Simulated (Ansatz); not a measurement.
# Ta, space group P6_3/mmc: a series of slab calculations

With Ansatz's Python interface.

Run as a notebook:

**Cell 1**
```python
import ansatz as az
from ase import Atoms
from ase.build import surface
import numpy as np
import pandas as pd

XC = "r2scan"
SMEARING = "Fermi-Dirac"
SMEARING_WIDTH = 0.15
MESH = (7, 7, 1)
```

**Cell 2**
```python
atoms = Atoms(
    ["Ta", "Ta"],
    scaled_positions=[
        [2 / 3, 1 / 3, 0.75],
        [1 / 3, 2 / 3, 0.25],
    ],
    cell=[
        [2.900372, 0.0, 0.0],
        [-1.450186, 2.511796, 0.0],
        [0.0, 0.0, 5.166274],
    ],
    pbc=True,
)
# Miller indices count the vectors of the cell as typed
rows = []
for value in [0.0, 0.1, 0.2, 0.3]:
    slab = surface(atoms, (0, 0, 1), 2, vacuum=6.0)
    slab.pbc = True
    calculation = (
        az.Crystal.from_ase(slab).calculation()
        .functional(XC)
        .occupations(SMEARING, width=SMEARING_WIDTH)
        .kpoints(*MESH)
        .electric_field(axis=3, dipole_correction=True, amplitude=value)
    )
    r = calculation.run().report
    face = r["work_function"]
    rows.append((value, len(slab), r["free_energy_ev"], face["dipole_moment_e_ang"], face.get("phi_plus_ev"), face.get("phi_minus_ev")))
```
Output:
```text
DeckWarning: basis.ecutwfc = 500 eV, auto-derived from the records' recommended cutoffs: set by Ta (their level for a meta-GGA)
RunWarning: efield: at this solve's end the planar-averaged density reaches 1.57e-4 e/Å³ inside the ramp window [0.8994, 0.1006] (bound 1e-5 e/Å³); the window's nearer edge stands 4.01 Å from this [...]
```

**Cell 3**
```python
print(pd.DataFrame(rows, columns=["field (V/A)", "atoms", "F (eV)", "dipole (e A)", "phi upper (eV)", "phi lower (eV)"]).round(4).to_string(index=False))
print(f"induced dipole per field: {np.polyfit([row[0] for row in rows], [row[3] for row in rows], 1)[0]:.3f} e A^2/V")
```
Output:
```text
 field (V/A)  atoms      F (eV)  dipole (e A)  phi upper (eV)  phi lower (eV)
         0.0      4 -39774.0080        0.0000          5.0294          5.0302
         0.1      4 -39774.0105        0.0492             NaN             NaN
         0.2      4 -39774.0178        0.0981             NaN             NaN
         0.3      4 -39774.0301        0.1471             NaN             NaN
induced dipole per field: 0.490 e A^2/V
```

What to keep in mind:
- Total energies depend on the potentials; only differences at equal settings carry meaning. A total without «per atom» is that of the whole cell that was run.
- The density doesn't vanish in the vacuum (a short gap or a low cutoff), which blurs the vacuum level.
- For a metal this k-point mesh is coarse: on a finer one energies can move by several to tens of meV an atom and pressures by half a GPa or more, differences at one mesh by less.
- A Fermi-Dirac width this large means warm electrons, whose thermal share enters the free energy.
- Spin-orbit coupling, which matters for elements this heavy, is left out.
- This isn't the structure that Ta takes at ambient conditions.
- Warnings are shown shortened and without file and line.
- The slabs are thin, unrelaxed cuts of the structure as given, on a modest mesh, so the surface energy isn't converged; Miller indices refer to the cell as typed, and unlike faces give only a mean.
- Wall time of the script: 43 s on 1 thread of Intel(R) Xeon(R) Platinum 8488C (Sapphire Rapids), with other jobs on the host, peak memory 0.77 GiB.
